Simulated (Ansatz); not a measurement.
# BGeH4 (doublet): the correlation ladder at a displaced geometry (v1), cc-pVDZ

Aim: climb from Hartree-Fock through coupled cluster and multireference methods for BGeH4 (doublet) at one geometry and basis, and see what each rung misses.

Method: cc-pVDZ, core rule «outside noble gas», up to 15 orbitals frozen; program: Ansatz 0.2.0, Gaussian basis.

The runs, in order: UHF; CCSD(T) on ROHF; CCSD(T) on UHF; BCCD(T) on ROHF; CISD as a restricted active space (open shells left free, so some higher excitations enter); CCSDT(Q) on ROHF; CCSDT(Q) on UHF; CASSCF and MRCISD+Q, 9 electrons in 9 orbitals; CASSCF and NEVPT2, 9 electrons in 9 orbitals.

23 further runs of the same task are left out: 6 that didn't finish, 17 set aside as unsound or not needed. Runs told in other sessions of the task aren't counted.

## (1) The system

The geometry is a PBE0/def2-TZVP stationary point (not a proven minimum) with its atoms shifted at random (size 0.040 Å). No spin-orbit coupling is included. The filled d shell of Ge may be among the frozen orbitals whatever the setting's name suggests.

6 atoms, charge 0, spin multiplicity 2.

Atoms are counted from 1 here; the program's logs count them from 0.

Bond lengths: Ge1–B2 2.048 Å, Ge1–H3 1.566 Å, Ge1–H4 1.496 Å, Ge1–H5 1.597 Å, B2–H6 1.213 Å. Angles: B2–Ge1–H3 114.3°, B2–Ge1–H4 107.5°, B2–Ge1–H5 104.5°, H3–Ge1–H4 109.5°, H3–Ge1–H5 111.2°, H4–Ge1–H5 109.6°, Ge1–B2–H6 138.4°.

As a file:

```xyz
6
BGeH4
Ge    0.00173    0.01662    0.26949
B     0.00089   -0.16775   -1.77003
H     0.04886    1.49540    0.78284
H     1.18879   -0.73074    0.78949
H    -1.33901   -0.71456    0.73800
H    -0.03259    0.55154   -2.74667
```

In the tables R marks a restricted open-shell determinant and U an unrestricted one; 'frontier' is the active space of 9 electrons in 9 orbitals; energies count from the table's Hartree-Fock row.

## (2) UHF

in.yaml

```yaml
crystal:
  periodic: [false, false, false]
  atoms:
    - {symbol: Ge, position_ang: [0.001726, 0.016618, 0.269488]}
    - {symbol: B, position_ang: [0.000893, -0.167751, -1.770031]}
    - {symbol: H, position_ang: [0.048857, 1.495397, 0.782844]}
    - {symbol: H, position_ang: [1.188790, -0.730741, 0.789486]}
    - {symbol: H, position_ang: [-1.339014, -0.714561, 0.737997]}
    - {symbol: H, position_ang: [-0.032594, 0.551543, -2.746669]}
basis:
  gaussian: {orbitals: cc-pVDZ}
magnetization: {spin_polarized: true, initial_magnetization: 1}
hamiltonian: {xc: hf}
output: {orbitals: {seedname: orbitals}}
```

On the command line:

```sh
$ ansatz run in.yaml --threads 1 --pin off --events-out ev --progress --plain --max-ram 2393MiB
```

What it wrote:

```text
Functional definition: HF
  name "HF"
  cite "Fock, Z. Phys. 61, 126 (1930) doi:10.1007/BF01340294"
  parent pbe
  exchange = exact_x
  correlation = 0
632 factors; integrals over basis functions are off by at most 8.6e-4 eV
mean field evaluation 1: about -57203.7980 eV, gradient 9.1e0 eV
mean field evaluation 2: about -57203.8190 eV, gradient 9.1e0 eV
mean field evaluation 4: about -57205.0595 eV, gradient 8.6e-1 eV
mean field evaluation 8: about -57205.0809 eV, gradient 1.5e-3 eV
mean field evaluation 16: about -57203.3615 eV, gradient 7.1e0 eV
mean field evaluation 32: about -57204.5734 eV, gradient 3.3e0 eV
mean field evaluation 64: about -57205.0271 eV, gradient 8.5e-1 eV
mean field -57205.08088513 eV, -2102.2479475320 hartree, gradient 1.8e-5 eV, S^2 0.757116; 2 other end points of the search recorded, 0 dependent functions left out
reference -57205.08088513 eV, -2102.2479475320 hartree; 21, 20 occupied and 40, 41 virtual orbitals, 632 factors
Total energy: -57205.08088513 eV, -2102.2479475320 hartree
```

Run time: 1.8 s. Hardware: 1 thread of Arm Neoverse V1, shared host.

From the report: ⟨S²⟩ of the determinant 0.757 (pure doublet: 0.75).

## (3) CCSD(T) on ROHF

Edit in.yaml of step 2 so:

```diff
@@ -11,4 +11,3 @@
   gaussian: {orbitals: cc-pVDZ}
-magnetization: {spin_polarized: true, initial_magnetization: 1}
-hamiltonian: {xc: hf}
-output: {orbitals: {seedname: orbitals}}
+magnetization: {spin_polarized: false, initial_magnetization: 1}
+correlation: {method: ccsd_t, electrons: outside_noble_gas}
```

The command is unchanged.

What it wrote (excerpt; [...] marks lines left out):

```text
Functional definition: HF
  name "HF"
  cite "Fock, Z. Phys. 61, 126 (1930) doi:10.1007/BF01340294"
  parent pbe
[...]
632 factors; integrals over basis functions are off by at most 8.6e-4 eV
[...]
mean field -57205.02274007 eV, -2102.2458107406 hartree, gradient 1.8e-6 eV, S^2 0.750000; 5 other end points of the search recorded, 0 dependent functions left out
[...]
determinant -57205.02274007 eV, -2102.2458107406 hartree, with singles and doubles -57210.56257896 eV, -2102.4493960646 hartree
determinant -57204.13087750 eV, -2102.2130353956 hartree, with singles and doubles -57209.80678629 eV, -2102.4216211964 hartree
15 core orbitals not correlated: weight in the atoms' cores, before any rotation towards them, 0.999 or more for the frozen orbitals, at most 0.000 for the correlated occupied ones
reference -57205.02274007 eV, -2102.2458107406 hartree; 6, 5 occupied and 40, 41 virtual orbitals, 632 factors
second order -4.36894511 eV of doubles, -0.03487968 eV of singles
cycle   1  -5.53989419 eV  change   -5.5e-5 eV  update   5.3e-4
[...]
cycle   8  -5.53998930 eV  change    1.1e-5 eV  update   1.3e-5
perturbative correction -0.12507349 eV, -0.0045963661 hartree
Total energy: -57210.68780287 eV, -2102.4539979584 hartree
```

It took 5.5 s on 1 thread of Arm Neoverse V1, shared host.

From the report: correlation -5.6651 eV; T1 0.017; largest double amplitude 0.04.

## (4) CCSD(T) on UHF

Edit in.yaml of step 3 so:

```diff
@@ -11,3 +11,3 @@
   gaussian: {orbitals: cc-pVDZ}
-magnetization: {spin_polarized: false, initial_magnetization: 1}
+magnetization: {spin_polarized: true, initial_magnetization: 1}
 correlation: {method: ccsd_t, electrons: outside_noble_gas}
```

Launched as before.

What it wrote (excerpt; [...] marks lines left out):

```text
Functional definition: HF
  name "HF"
  cite "Fock, Z. Phys. 61, 126 (1930) doi:10.1007/BF01340294"
  parent pbe
[...]
632 factors; integrals over basis functions are off by at most 8.6e-4 eV
[...]
mean field -57205.08088513 eV, -2102.2479475320 hartree, gradient 2.2e-6 eV, S^2 0.757116; 5 other end points of the search recorded, 0 dependent functions left out
determinant -57205.08088513 eV, -2102.2479475320 hartree, with singles and doubles -57210.56390481 eV, -2102.4494447889 hartree
determinant -57204.25450125 eV, -2102.2175784847 hartree, with singles and doubles -57209.80795842 eV, -2102.4216642712 hartree
15 core orbitals not correlated: weight in the atoms' cores, before any rotation towards them, 0.999 or more for the frozen orbitals, at most 0.000 for the correlated occupied ones
reference -57205.08088513 eV, -2102.2479475320 hartree; 6, 5 occupied and 40, 41 virtual orbitals, 632 factors
second order -4.34965936 eV of doubles, -0.00000000 eV of singles
cycle   1  -5.48306045 eV  change   -4.1e-5 eV  update   4.9e-4
[...]
cycle   8  -5.48316006 eV  change    1.0e-5 eV  update   1.1e-5
perturbative correction -0.12405167 eV, -0.0045588149 hartree
Total energy: -57210.68809686 eV, -2102.4540087623 hartree
```

It took 4.5 s on 1 thread of Arm Neoverse V1, shared host.

From the report: ⟨S²⟩ of the determinant 0.757 (pure doublet: 0.75); correlation -5.6072 eV; T1 0.013; largest double amplitude 0.04.

## (5) BCCD(T) on ROHF

Edit in.yaml of step 4 so:

```diff
@@ -11,3 +11,3 @@
   gaussian: {orbitals: cc-pVDZ}
-magnetization: {spin_polarized: true, initial_magnetization: 1}
-correlation: {method: ccsd_t, electrons: outside_noble_gas}
+magnetization: {spin_polarized: false, initial_magnetization: 1}
+correlation: {method: bccd_t, electrons: outside_noble_gas}
```

Launched as before.

What it wrote (excerpt; [...] marks lines left out):

```text
Functional definition: HF
  name "HF"
  cite "Fock, Z. Phys. 61, 126 (1930) doi:10.1007/BF01340294"
  parent pbe
[...]
632 factors; integrals over basis functions are off by at most 8.6e-4 eV
[...]
mean field -57205.02274007 eV, -2102.2458107406 hartree, gradient 1.8e-6 eV, S^2 0.750000; 5 other end points of the search recorded, 0 dependent functions left out
[...]
determinant -57205.02274007 eV, -2102.2458107406 hartree, with singles and doubles -57210.56257896 eV, -2102.4493960646 hartree
determinant -57204.13087750 eV, -2102.2130353956 hartree, with singles and doubles -57209.80678629 eV, -2102.4216211964 hartree
15 core orbitals not correlated: weight in the atoms' cores, before any rotation towards them, 0.999 or more for the frozen orbitals, at most 0.000 for the correlated occupied ones
reference -57205.02274007 eV, -2102.2458107406 hartree; 6, 5 occupied and 40, 41 virtual orbitals, 632 factors
second order -4.36894511 eV of doubles, -0.03487968 eV of singles
cycle   1  -5.53747826 eV  change    2.4e-3 eV  update   3.1e-3
[...]
cycle  10  -5.53620674 eV  change    2.5e-6 eV  update   1.3e-5
perturbative correction -0.12949718 eV, -0.0047589336 hartree
Total energy: -57210.68844400 eV, -2102.4540215194 hartree
```

Wall time 6 s (1 thread of Arm Neoverse V1, shared host).

From the report: correlation -5.6657 eV; largest double amplitude 0.04.

## (6) CISD as a restricted active space (open shells left free, so some higher excitations enter)

Edit in.yaml of step 5 so:

```diff
@@ -12,2 +12,2 @@
 magnetization: {spin_polarized: false, initial_magnetization: 1}
-correlation: {method: bccd_t, electrons: outside_noble_gas}
+correlation: {active_space: {ras: {orbitals: [5, 1, 40], electrons: 11, max_holes: 2, max_particles: 2}, fixed_orbitals: true}}
```

The command is unchanged.

What it wrote:

```text
Functional definition: HF
  name "HF"
  cite "Fock, Z. Phys. 61, 126 (1930) doi:10.1007/BF01340294"
  parent pbe
  exchange = exact_x
  correlation = 0
632 factors; integrals over basis functions are off by at most 8.6e-4 eV
mean field evaluation 1: about -57203.7983 eV, gradient 1.2e1 eV
mean field evaluation 2: about -57203.8188 eV, gradient 1.2e1 eV
mean field evaluation 4: about -57205.0139 eV, gradient 7.0e-1 eV
mean field evaluation 8: about -57205.0219 eV, gradient 2.3e-1 eV
mean field evaluation 16: about -57204.5398 eV, gradient 2.8e0 eV
mean field evaluation 32: about -57205.0222 eV, gradient 1.0e-1 eV
mean field -57205.02274007 eV, -2102.2458107406 hartree, gradient 1.8e-6 eV, S^2 0.750000; 4 other end points of the search recorded, 0 dependent functions left out
reference -57205.02274007 eV, -2102.2458107406 hartree; 21, 20 occupied and 40, 41 virtual orbitals, 632 factors
state -57210.14418162 eV, -2102.4340202460 hartree
Total energy: -57210.14418162 eV, -2102.4340202460 hartree
```

It took 4.8 s on 1 thread of Arm Neoverse V1, shared host.

From the report: 105,046 determinants.

## (7) CCSDT(Q) on ROHF

Edit in.yaml of step 6 so:

```diff
@@ -12,2 +12,2 @@
 magnetization: {spin_polarized: false, initial_magnetization: 1}
-correlation: {active_space: {ras: {orbitals: [5, 1, 40], electrons: 11, max_holes: 2, max_particles: 2}, fixed_orbitals: true}}
+correlation: {method: ccsdt_q, electrons: outside_noble_gas}
```

The command is unchanged.

What it wrote (excerpt; [...] marks lines left out):

```text
Functional definition: HF
  name "HF"
  cite "Fock, Z. Phys. 61, 126 (1930) doi:10.1007/BF01340294"
  parent pbe
[...]
1194 factors; integrals over basis functions are off by at most 2.2e-7 eV
[...]
mean field -57205.02285934 eV, -2102.2458151238 hartree, gradient 1.9e-6 eV, S^2 0.750000; 5 other end points of the search recorded, 0 dependent functions left out
[...]
determinant -57205.02285934 eV, -2102.2458151238 hartree, with singles and doubles -57210.56269655 eV, -2102.4494003861 hartree
determinant -57204.13100238 eV, -2102.2130399849 hartree, with singles and doubles -57209.80690916 eV, -2102.4216257118 hartree
15 core orbitals not correlated: weight in the atoms' cores, before any rotation towards them, 0.999 or more for the frozen orbitals, at most 0.000 for the correlated occupied ones
reference -57205.02285934 eV, -2102.2458151238 hartree; 6, 5 occupied and 40, 41 virtual orbitals, 1194 factors
second order -4.36898484 eV of doubles, -0.03487980 eV of singles
cycle   1  -5.22583385 eV  change   -8.2e-1 eV  update   7.5e-2
[...]
cycle  20  -5.69412902 eV  change   -9.0e-7 eV  update   9.5e-7
perturbative correction -0.00437000 eV, -0.0001605945 hartree
Total energy: -57210.72135836 eV, -2102.4552311002 hartree
```

Run time: 1.8 min. Hardware: 1 thread of Arm Neoverse V1, shared host; peak memory 0.72 GiB.

From the report: correlation -5.6985 eV; T1 0.017; largest double amplitude 0.04.

## (8) CCSDT(Q) on UHF

Edit in.yaml of step 7 so:

```diff
@@ -11,3 +11,3 @@
   gaussian: {orbitals: cc-pVDZ}
-magnetization: {spin_polarized: false, initial_magnetization: 1}
+magnetization: {spin_polarized: true, initial_magnetization: 1}
 correlation: {method: ccsdt_q, electrons: outside_noble_gas}
```

Launched as before.

What it wrote (excerpt; [...] marks lines left out):

```text
Functional definition: HF
  name "HF"
  cite "Fock, Z. Phys. 61, 126 (1930) doi:10.1007/BF01340294"
  parent pbe
[...]
1194 factors; integrals over basis functions are off by at most 2.2e-7 eV
[...]
mean field -57205.08100468 eV, -2102.2479519255 hartree, gradient 1.5e-6 eV, S^2 0.757116; 5 other end points of the search recorded, 0 dependent functions left out
determinant -57205.08100468 eV, -2102.2479519255 hartree, with singles and doubles -57210.56402214 eV, -2102.4494491007 hartree
determinant -57204.25462647 eV, -2102.2175830863 hartree, with singles and doubles -57209.80808106 eV, -2102.4216687782 hartree
15 core orbitals not correlated: weight in the atoms' cores, before any rotation towards them, 0.999 or more for the frozen orbitals, at most 0.000 for the correlated occupied ones
reference -57205.08100468 eV, -2102.2479519255 hartree; 6, 5 occupied and 40, 41 virtual orbitals, 1194 factors
second order -4.34969885 eV of doubles, -0.00000000 eV of singles
cycle   1  -5.16760212 eV  change   -8.2e-1 eV  update   7.4e-2
[...]
cycle  20  -5.63632894 eV  change   -8.8e-7 eV  update   9.9e-7
perturbative correction -0.00452205 eV, -0.0001661823 hartree
Total energy: -57210.72185567 eV, -2102.4552493758 hartree
```

It took 1.7 min on 1 thread of Arm Neoverse V1, shared host; peak memory 0.61 GiB.

From the report: ⟨S²⟩ of the determinant 0.757 (pure doublet: 0.75); correlation -5.6409 eV; T1 0.014; largest double amplitude 0.04.

## (9) CASSCF and MRCISD+Q, 9 electrons in 9 orbitals

Edit in.yaml of step 8 so:

```diff
@@ -11,3 +11,3 @@
   gaussian: {orbitals: cc-pVDZ}
-magnetization: {spin_polarized: true, initial_magnetization: 1}
-correlation: {method: ccsdt_q, electrons: outside_noble_gas}
+magnetization: {spin_polarized: false, initial_magnetization: 1}
+correlation: {method: fic_mrcisd_q, electrons: outside_noble_gas, active_space: {window: {electrons: 9, orbitals: 9}}}
```

The command is unchanged.

What it wrote (excerpt; [...] marks lines left out):

```text
Functional definition: HF
  name "HF"
  cite "Fock, Z. Phys. 61, 126 (1930) doi:10.1007/BF01340294"
  parent pbe
[...]
632 factors; integrals over basis functions are off by at most 8.6e-4 eV
[...]
mean field -57205.02274007 eV, -2102.2458107406 hartree, gradient 1.8e-6 eV, S^2 0.750000; 4 other end points of the search recorded, 0 dependent functions left out
reference -57205.02274007 eV, -2102.2458107406 hartree; 21, 20 occupied and 40, 41 virtual orbitals, 632 factors
state -57206.58353218 eV, -2102.3031687925 hartree
contracted CI cycle   1: correlation 0.00000000 eV, 0.0000000000 hartree, residual 1.50e1 eV
contracted CI cycle   2: correlation -3.65309368 eV, -0.1342487167 hartree, residual 2.95e0 eV
contracted CI cycle   3: correlation -3.80430217 eV, -0.1398055261 hartree, residual 7.24e-1 eV
contracted CI cycle   4: correlation -3.81426032 eV, -0.1401714812 hartree, residual 2.33e-1 eV
contracted CI cycle   5: correlation -3.81528909 eV, -0.1402092880 hartree, residual 9.55e-2 eV
contracted CI cycle   6: correlation -3.81545909 eV, -0.1402155354 hartree, residual 4.33e-2 eV
contracted CI cycle   7: correlation -3.81549678 eV, -0.1402169206 hartree, residual 1.84e-2 eV
contracted CI cycle   8: correlation -3.81550432 eV, -0.1402171974 hartree, residual 8.75e-3 eV
contracted CI cycle   9: correlation -3.81550600 eV, -0.1402172592 hartree, residual 4.41e-3 eV
contracted CI cycle  10: correlation -3.81550638 eV, -0.1402172731 hartree, residual 1.86e-3 eV
contracted CI cycle  11: correlation -3.81550645 eV, -0.1402172756 hartree, residual 7.57e-4 eV
state -57206.58353218 eV, -2102.3031687925 hartree; corrected -57210.69307567 eV, -2102.4541917304 hartree
Total energy: -57210.69307567 eV, -2102.4541917304 hartree
```

Wall time 19 s (1 thread of Arm Neoverse V1, shared host); peak memory 0.49 GiB.

From the report: 15,876 determinants; active occupations 1.99, 1.98, 1.97, 1.97, 1.00, 0.03, 0.02, 0.02, 0.02.

## (10) CASSCF and NEVPT2, 9 electrons in 9 orbitals

Edit in.yaml of step 9 so:

```diff
@@ -12,2 +12,2 @@
 magnetization: {spin_polarized: false, initial_magnetization: 1}
-correlation: {method: fic_mrcisd_q, electrons: outside_noble_gas, active_space: {window: {electrons: 9, orbitals: 9}}}
+correlation: {method: sc_nevpt2, electrons: outside_noble_gas, active_space: {window: {electrons: 9, orbitals: 9}}}
```

Same command.

What it wrote:

```text
Functional definition: HF
  name "HF"
  cite "Fock, Z. Phys. 61, 126 (1930) doi:10.1007/BF01340294"
  parent pbe
  exchange = exact_x
  correlation = 0
632 factors; integrals over basis functions are off by at most 8.6e-4 eV
mean field evaluation 1: about -57203.7983 eV, gradient 1.2e1 eV
mean field evaluation 2: about -57203.8188 eV, gradient 1.2e1 eV
mean field evaluation 4: about -57205.0139 eV, gradient 7.0e-1 eV
mean field evaluation 8: about -57205.0219 eV, gradient 2.3e-1 eV
mean field evaluation 16: about -57204.5398 eV, gradient 2.8e0 eV
mean field evaluation 32: about -57205.0222 eV, gradient 1.0e-1 eV
mean field -57205.02274007 eV, -2102.2458107406 hartree, gradient 1.8e-6 eV, S^2 0.750000; 4 other end points of the search recorded, 0 dependent functions left out
reference -57205.02274007 eV, -2102.2458107406 hartree; 21, 20 occupied and 40, 41 virtual orbitals, 632 factors
state -57206.58353218 eV, -2102.3031687925 hartree
state -57206.58353218 eV, -2102.3031687925 hartree; corrected -57209.55917399 eV, -2102.4125216121 hartree
Total energy: -57209.55917399 eV, -2102.4125216121 hartree
```

Run time: 13 s. Hardware: 1 thread of Arm Neoverse V1, shared host.

From the report: 15,876 determinants; active occupations 1.99, 1.98, 1.97, 1.97, 1.00, 0.03, 0.02, 0.02, 0.02.

## (11) The ladder

The yardstick is UCCSDT(Q), where the cluster series has nearly closed. Rows without a time are mean-field rows or come out of runs for another level: lower rungs of the coupled-cluster runs, CASSCF and MRCISD of the multireference runs, or the Hartree-Fock search.

Differences are taken before rounding.

| method | energy from the lowest ROHF (kJ/mol) | from UCCSDT(Q) (kJ/mol) | time |
| --- | --- | --- | --- |
| ROHF | 0.0 | +549.9 |  |
| UHF | -5.6 | +544.3 |  |
| RMP2 | -424.9 | +125.0 |  |
| UMP2 | -425.3 | +124.6 |  |
| CISD | -494.1 | +55.7 | 4.8 s |
| RCCSD | -534.5 | +15.4 |  |
| UCCSD | -534.7 | +15.2 |  |
| RCCSD(T) | -546.6 | +3.3 | 5.5 s |
| UCCSD(T) | -546.6 | +3.3 | 4.5 s |
| BCCD(T) | -546.7 | +3.2 | 6 s |
| RCCSDT | -549.4 | +0.5 |  |
| UCCSDT | -549.4 | +0.4 |  |
| RCCSDT(Q) | -549.8 | 0.0 | 1.8 min |
| UCCSDT(Q) | -549.9 | 0 | 1.7 min |
| CASSCF frontier | -150.6 | +399.3 |  |
| NEVPT2 frontier | -437.7 | +112.2 | 13 s |
| MRCISD frontier | -518.7 | +31.1 |  |
| MRCISD+Q frontier | -547.1 | +2.8 | 19 s |

Among the levels timed on like hardware and quicker than the yardstick, those that no quicker one beats, quickest first: UCCSD(T) (4.5 s, +3.3 kJ/mol); BCCD(T) (6 s, +3.2 kJ/mol); MRCISD+Q frontier (19 s, +2.8 kJ/mol).

## (12) Results

```
                         quantity                                                                      value
    UCCSDT(Q) from the ROHF energy                                                                 -5.6991 eV
              RMP2 from UCCSDT(Q)                                                              +125.0 kJ/mol
              UMP2 from UCCSDT(Q)                                                              +124.6 kJ/mol
             RCCSD from UCCSDT(Q)                                                               +15.4 kJ/mol
          RCCSD(T) from UCCSDT(Q)                                                                +3.3 kJ/mol
          UCCSD(T) from UCCSDT(Q)                                                                +3.3 kJ/mol
         RCCSDT(Q) from UCCSDT(Q)                                                                 0.0 kJ/mol
   NEVPT2 frontier from UCCSDT(Q)                                                              +112.2 kJ/mol
 MRCISD+Q frontier from UCCSDT(Q)                                                                +2.8 kJ/mol
levels within 1 kcal/mol (43 meV)  RCCSD(T), UCCSD(T), BCCD(T), RCCSDT, UCCSDT, RCCSDT(Q), MRCISD+Q frontier
                    T1 diagnostic                                                                      0.017
```

**Reading.** RCCSD(T) lands +3.3 kJ/mol from the yardstick (0.6 % of the correlation energy). Of the multireference levels listed MRCISD+Q frontier comes nearest in total energy (+2.8 kJ/mol), which doesn't show that its space is the better one. These misses are within one basis, not against nature; the frozen cores of restricted and unrestricted runs differ, which can shift their rows.

With open shells the CI space here admits some higher excitations, so it is larger than plain CISD.

For cost: MRCISD+Q frontier gets within 2.8 kJ/mol in 19 s, where UCCSDT(Q) took 1.7 min; the quickest level in the cost chart, UCCSD(T), takes 4.5 s and misses by 3.3 kJ/mol.
